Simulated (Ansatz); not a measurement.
**Cl₃FMoS: how energies converge with the basis set**

Aim: see how fast density functionals converge with the basis set for Cl₃FMoS.

Method: one geometry, several basis sets; program: Ansatz 0.2.0, Gaussian basis.

Levels to be run: PBE0-D4/def2-SVP; ωB97M-V/def2-SVP; PBE0-D4/def2-QZVPP; ωB97M-V/def2-QZVPP; the functionals' def2-TZVPP values are taken from earlier runs.

1 further run of the same task is left out (for a known fault of the program).

### Step 1. The geometry

All runs share one geometry, relaxed beforehand with PBE0-D4 in a triple-zeta def2 set. Mo takes the def2 core potential; no spin-orbit term is included.

SMILES `[F][Mo](=[S])([Cl])([Cl])[Cl]`, 6 atoms, charge 0, spin multiplicity 1.

Atoms are counted from 1 here; the program's logs count them from 0.

Bond lengths: F1–Mo2 1.848 Å, Mo2–S3 2.056 Å, Mo2–Cl4 2.271 Å, Mo2–Cl5 2.268 Å, Mo2–Cl6 2.271 Å. Angles: F1–Mo2–S3 105.1°, F1–Mo2–Cl4 84.6°, F1–Mo2–Cl5 151.6°, F1–Mo2–Cl6 84.6°, S3–Mo2–Cl4 105.5°, S3–Mo2–Cl5 103.3°, S3–Mo2–Cl6 105.5°, Cl4–Mo2–Cl5 87.9°, Cl4–Mo2–Cl6 148.9°, Cl5–Mo2–Cl6 87.9°.

### Step 2. PBE0-D4 in def2-SVP

File in.yaml:

```yaml
crystal:
  periodic: [false, false, false]
  atoms:
    - {symbol: F, position_ang: [-1.644166, -0.523362, 0.759414]}
    - {symbol: Mo, position_ang: [-0.012763, -0.038921, 0.039113]}
    - {symbol: S, position_ang: [1.391337, -0.760106, 1.357177]}
    - {symbol: Cl, position_ang: [-0.396281, -1.733143, -1.424324]}
    - {symbol: Cl, position_ang: [1.242276, 0.952439, -1.568501]}
    - {symbol: Cl, position_ang: [-0.538303, 2.038994, 0.790922]}
basis:
  gaussian: {orbitals: def2-SVP}
hamiltonian: {xc: pbe0, dispersion: d4}
output: {orbitals: {seedname: orbitals}}
```

The run is started by

```console
$ ansatz run in.yaml --threads 4 --pin off --events-out ev --progress --plain --max-ram 11315MiB
```

After this run come: ωB97M-V in def2-SVP; PBE0-D4 in def2-QZVPP; ωB97M-V in def2-QZVPP.

Before running them: what should the planned runs give, taken together? Wanted: PBE0-D4: double and triple zeta above quadruple; ωB97M-V: double and triple zeta above quadruple.

**Answer**, as computed:

| quantity | value |
| --- | --- |
| PBE0-D4: double and triple zeta above quadruple | 22.46, 1.71 eV |
| ωB97M-V: double and triple zeta above quadruple | 22.22, 1.63 eV |

PBE0-D4 gains 20.75 eV from double to triple zeta, then 1.71 eV more. These are total energies; as a rule much of such shifts cancels in differences, which this series doesn't test.
